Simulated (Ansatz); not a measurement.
# CH₆OSi₂: basis-set convergence

One table from this session's results is given with a row withheld; the runs are named, their logs left out.

Program: Ansatz 0.2.0, Gaussian basis. Level of theory: one geometry, several basis sets. These are calculated values, not measurements.

The runs, in order: PBE0-D4/def2-SVP; ωB97M-V/def2-SVP; PBE0-D4/def2-QZVPP; ωB97M-V/def2-QZVPP; the functionals' def2-TZVPP values are taken from earlier runs.

### Structure used throughout

All runs share one geometry, relaxed beforehand with PBE0-D4 in a triple-zeta def2 set.

10 atoms, charge 0, spin multiplicity 1.

Atoms are counted from 1 here; the program's logs count them from 0.

Bond lengths: C1–Si2 1.858 Å, C1–H5 1.091 Å, C1–H6 1.097 Å, C1–H7 1.092 Å, Si2–O3 1.596 Å, Si2–H8 1.487 Å, O3–Si4 1.674 Å, Si4–H9 1.500 Å, Si4–H10 1.504 Å. Angles: Si2–C1–H5 111.4°, Si2–C1–H6 108.5°, Si2–C1–H7 111.0°, H5–C1–H6 108.2°, H5–C1–H7 109.0°, H6–C1–H7 108.7°, C1–Si2–O3 114.3°, C1–Si2–H8 114.6°, O3–Si2–H8 111.5°, Si2–O3–Si4 160.1°, O3–Si4–H9 104.4°, O3–Si4–H10 105.5°, H9–Si4–H10 105.4°.

The first run:

File in.yaml:

```yaml
crystal:
  periodic: [false, false, false]
  atoms:
    - {symbol: C, position_ang: [-1.123107, -0.004014, -1.365426]}
    - {symbol: Si, position_ang: [-0.191538, -1.123139, -0.211925]}
    - {symbol: O, position_ang: [0.635483, -0.358973, 0.919679]}
    - {symbol: Si, position_ang: [1.318543, 0.893813, 1.795201]}
    - {symbol: H, position_ang: [-0.447853, 0.653596, -1.914963]}
    - {symbol: H, position_ang: [-1.801183, 0.621149, -0.770975]}
    - {symbol: H, position_ang: [-1.713844, -0.582074, -2.078723]}
    - {symbol: H, position_ang: [-0.999052, -2.234499, 0.358188]}
    - {symbol: H, position_ang: [2.484331, 0.264820, 2.498799]}
    - {symbol: H, position_ang: [1.921019, 1.818221, 0.773042]}
basis:
  gaussian: {orbitals: def2-SVP}
hamiltonian: {xc: pbe0, dispersion: d4}
output: {orbitals: {seedname: orbitals}}
```

Started as:

```bash
$ ansatz run in.yaml --threads 2 --pin off --events-out ev --progress --plain --max-ram 4352MiB
```

Steps of the session up to this table: PBE0-D4 in def2-SVP; ωB97M-V in def2-SVP; PBE0-D4 in def2-QZVPP; ωB97M-V in def2-QZVPP.

One of the session's tables, all rows but one given; the rest of the session is left out.

It belongs to the step «Functionals by basis». 

```
functional       basis  HOMO (eV)  LUMO (eV)
   PBE0-D4    def2-SVP      -4.92      -2.94
   PBE0-D4  def2-TZVPP      -4.96      -3.07
   PBE0-D4  def2-QZVPP      -4.99      -3.12
   ωB97M-V    def2-SVP      -6.31      -1.38
   ωB97M-V  def2-TZVPP      -6.38      -1.57
   ωB97M-V  def2-QZVPP          ?          ?
```

Q: Estimate the row for ωB97M-V, def2-QZVPP from the others.

**Answer.** HOMO (eV): -6.41; LUMO (eV): -1.65. In the column «HOMO (eV)» it is the lowest.
